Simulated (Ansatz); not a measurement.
# C2H6OSi2: how energies converge with the basis set

The task here is to estimate one member of a computed series from the others.

Computed with Ansatz 0.2.0, Gaussian basis. Level: one geometry, several basis sets.

Levels to be run: PBE0-D4/def2-SVP; ωB97M-V/def2-SVP; PBE0-D4/def2-QZVPP; ωB97M-V/def2-QZVPP; the functionals' def2-TZVPP values are taken from earlier runs.

### Structure used throughout

The geometry comes from an earlier relaxation with PBE0-D4 in a triple-zeta def2 set; it is a stationary point, not always the lowest conformer.

SMILES `[SiH3]C1=C[SiH2]O1`, 11 atoms, charge 0, spin multiplicity 1.

Atoms are counted from 1 here; the program's logs count them from 0.

Bond lengths: Si1–C2 1.878 Å, Si1–H6 1.484 Å, Si1–H7 1.484 Å, Si1–H8 1.484 Å, C2–C3 1.350 Å, C2–O5 1.399 Å, C3–Si4 1.831 Å, C3–H9 1.077 Å, Si4–O5 1.706 Å, Si4–H10 1.484 Å, Si4–H11 1.484 Å. Angles: C2–Si1–H6 109.6°, C2–Si1–H7 109.6°, C2–Si1–H8 107.7°, H6–Si1–H7 109.4°, H6–Si1–H8 110.3°, H7–Si1–H8 110.3°, Si1–C2–C3 132.4°, Si1–C2–O5 118.0°, C3–C2–O5 109.6°, C2–C3–Si4 84.1°, C2–C3–H9 128.1°, Si4–C3–H9 147.8°, C3–Si4–O5 78.8°, C3–Si4–H10 120.0°, C3–Si4–H11 120.0°, O5–Si4–H10 112.4°, O5–Si4–H11 112.4°, H10–Si4–H11 109.5° and more.

The first run:

Contents of in.yaml:

```yaml
crystal:
  periodic: [false, false, false]
  atoms:
    - {symbol: Si, position_ang: [-1.845504, 0.430389, 0.623580]}
    - {symbol: C, position_ang: [-0.110575, 0.029859, 0.026413]}
    - {symbol: C, position_ang: [0.908013, -0.656650, 0.585770]}
    - {symbol: Si, position_ang: [1.788964, -0.242276, -0.964847]}
    - {symbol: O, position_ang: [0.275835, 0.499324, -1.233853]}
    - {symbol: H, position_ang: [-2.020787, 1.902845, 0.690778]}
    - {symbol: H, position_ang: [-2.839810, -0.140885, -0.318974]}
    - {symbol: H, position_ang: [-2.008738, -0.169831, 1.970694]}
    - {symbol: H, position_ang: [0.933813, -1.143252, 1.546266]}
    - {symbol: H, position_ang: [2.902693, 0.737847, -0.946700]}
    - {symbol: H, position_ang: [2.081396, -1.304370, -1.958728]}
basis:
  gaussian: {orbitals: def2-SVP}
hamiltonian: {xc: pbe0, dispersion: d4}
output: {orbitals: {seedname: orbitals}}
```

Run with:

```
$ ansatz run in.yaml --threads 4 --pin off --events-out ev --progress --plain --max-ram 10444MiB
```

Steps of the session up to this table: PBE0-D4 in def2-SVP; ωB97M-V in def2-SVP; PBE0-D4 in def2-QZVPP; ωB97M-V in def2-QZVPP.

One of the session's tables, all rows but one given; the rest of the session is left out.

It belongs to the step «Density functionals: the series». 

| functional | basis | HOMO (eV) |
| --- | --- | --- |
| PBE0-D4 | def2-SVP | -7.05 |
| PBE0-D4 | def2-TZVPP | -7.13 |
| PBE0-D4 | def2-QZVPP | -7.16 |
| ωB97M-V | def2-SVP | -9.26 |
| ωB97M-V | def2-TZVPP | -9.37 |
| ωB97M-V | def2-QZVPP | ? |

Q: Estimate the row for ωB97M-V, def2-QZVPP from the others.

**Answer.** HOMO (eV): -9.40. In the column «HOMO (eV)» it is the lowest.
